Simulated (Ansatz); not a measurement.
# SrO: the cost of one run

Computed with Ansatz 0.2.0 (DFT r2SCAN, scalar-relativistic, plane waves, PAW, unless a step's input says otherwise).

## Step 1: The starting structure

The structure is cubic, space group Fm-3m (No. 225). The conventional cell has a = 5.160 Å, b = 5.160 Å, c = 5.160 Å, α = 90.00°, β = 90.00°, γ = 90.00°. Around Sr (site symmetry m-3m) lie 6 O at 2.58 Å. Around O (site symmetry m-3m) lie 6 Sr at 2.58 Å.

Coordinates:

```cif
data_structure
_symmetry_space_group_name_H-M 'P 1'
_symmetry_Int_Tables_number 1
_cell_length_a 3.6487
_cell_length_b 3.6487
_cell_length_c 3.6487
_cell_angle_alpha 60.000
_cell_angle_beta 60.000
_cell_angle_gamma 60.000
_cell_volume 34.35
loop_
_atom_site_label
_atom_site_type_symbol
_atom_site_fract_x
_atom_site_fract_y
_atom_site_fract_z
_atom_site_occupancy
Sr1 Sr 0.00000 0.00000 0.00000 1
O1 O 0.50000 0.50000 0.50000 1
```

This is a trial structure built by rule; it need not be a known or stable form of this composition.

The cell is the ideal cubic rocksalt prototype; whether it is the stable structure of this composition wasn't checked.

## Step 2: Seeking zero pressure, try 1

Input file input.yaml:

```yaml
crystal:
  lattice:
    - [0.0, 2.58, 2.58]
    - [2.58, 0.0, 2.58]
    - [2.58, 2.58, 0.0]
  atoms:
    - { symbol: Sr, position: [0.0, 0.0, 0.0] }
    - { symbol: O, position: [0.5, 0.5, 0.5] }
basis:
  ecutwfc: 500
kpoints:
  mp_grid: { grid: [6, 6, 6] }
hamiltonian:
  xc: r2scan
scf:
  occupations: { method: gaussian, width: 0.05 }
output:
  forces: true
  stress: true
  eigenvalues: true
```

Command:

```sh
ansatz run input.yaml --threads 1 --pin off --max-ram 2560MiB --backend cpu --events-out ev --progress --plain --runs-dir out
```

What time and memory should one allow on 1 thread of Intel Xeon 6975P-C (Granite Rapids), shared host?

About 1.1 s, with a peak of 0.4 GiB.
